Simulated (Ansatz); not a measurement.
# Nb3Sb: relaxing cell and atoms

The start is Nb3Sb, a crystal from a database, its volume scaled a little. Where does it settle when we relax cell and atoms, and what is it like there?

All numbers below are computed with Ansatz 0.2.0 (DFT, LDA, no spin polarisation, plane waves, PAW).

The structure is cubic, space group Pm-3n (No. 223). Conventional cell: a = 5.281 Å, b = 5.281 Å, c = 5.281 Å, α = 90.00°, β = 90.00°, γ = 90.00°. Around Nb (site symmetry -4m2) lie 2 Nb at 2.64 Å and 4 Sb at 2.95 Å. Sb (site symmetry m-3) is surrounded by 12 Nb at 2.95 Å.

As a file:

```
CELL_PARAMETERS angstrom
5.28076 0.00000 0.00000
0.00000 5.28076 0.00000
0.00000 0.00000 5.28076
ATOMIC_POSITIONS crystal
Nb 0.25000 0.00000 0.50000
Nb 0.50000 0.75000 0.00000
Nb 0.75000 0.00000 0.50000
Nb 0.50000 0.25000 0.00000
Nb 0.00000 0.50000 0.75000
Nb 0.00000 0.50000 0.25000
Sb 0.00000 0.00000 0.00000
Sb 0.50000 0.50000 0.50000
```

The first density is read from a saved solution for the starting cell.

The structure above is the start of the run; the results belong to its end.

| quantity | value |
| --- | --- |
| moves | 2 |
| energy gained | 20.3 meV/atom |
| largest move | 0.00 Å |
| space group (0.01 Å), before / after | Pm-3n / Pm-3n |
| cell | a = 5.204 Å, b = 5.204 Å, c = 5.204 Å, α = 90.00°, β = 90.00°, γ = 90.00° |
| volume | 17.62 Å³/atom (-4.3 %) |
| pressure at the end | -0.04 GPa |
| formation energy (elements from separate runs) | -0.33 eV/atom |
| character | metal |
| density of states, mean within 0.25 eV of the Fermi level | 4.1 per eV per cell |
| Bader charges | Nb +0.30, Sb -0.89 e |

**Reading.** The volume shrank by 4.3 %, and the atoms end where they began within the cell; the energy fell by 20.3 meV per atom. With 48 symmetry operations imposed, the end may be a saddle point towards distortions that break them. Bands cross the Fermi level: a metal; within 0.25 eV of the Fermi level the density of states averages 4.1 per eV per cell, mostly Nb d (90 %). Nb loses most charge (+0.30 e on average) and Sb gains most (-0.89 e). Against the elements' reference phases (Nb bcc, Sb A7 rhombohedral; separate runs with the same functional) the formation energy is -0.33 eV per atom, so it holds against falling apart into elements.

Which input would start the first run of this session?

A: The one that was run. It is one of several that fit.

input.yaml reads:

```yaml
crystal:
  lattice:
    - [5.280763, 0.0, 0.0]
    - [0.0, 5.280763, 0.0]
    - [0.0, 0.0, 5.280763]
  atoms:
    - { symbol: Nb, position: [0.25, 0.0, 0.5] }
    - { symbol: Nb, position: [0.5, 0.75, 0.0] }
    - { symbol: Nb, position: [0.75, 0.0, 0.5] }
    - { symbol: Nb, position: [0.5, 0.25, 0.0] }
    - { symbol: Nb, position: [0.0, 0.5, 0.75] }
    - { symbol: Nb, position: [0.0, 0.5, 0.25] }
    - { symbol: Sb, position: [0.0, 0.0, 0.0] }
    - { symbol: Sb, position: [0.5, 0.5, 0.5] }
  symmetry: { tolerance: 0.0003 }
kpoints:
  mp_grid: { grid: [5, 5, 5], shift: [0, 0, 0] }
magnetization:
  spin_polarized: false
scf:
  occupations: { method: gaussian, width: 0.028 }
  lower_state_search: "off"
hamiltonian:
  pseudopotentials: { kind: paw }
  xc: lda
basis:
  ecutwfc: 420
  fft_grid_basis: typed
relax:
  max_steps: 80
  cell: { p_target: 0.0 }
output:
  forces: true
  stress: true
  eigenvalues: true
  bader: true
  populations: true
  elf: true
  write_potential: true
  volumetric_format: npy
  dos:
    e_range: [-12, 8]
    de: 0.05
    projected: { site_lists: { Nb: [Nb], Sb: [Sb] } }
checkpoint:
  read: saved_state
```

Command:

```
> ansatz run input.yaml --threads 2 --pin off --max-ram 3584MiB --backend cpu --events-out ev --progress --plain --runs-dir out
```
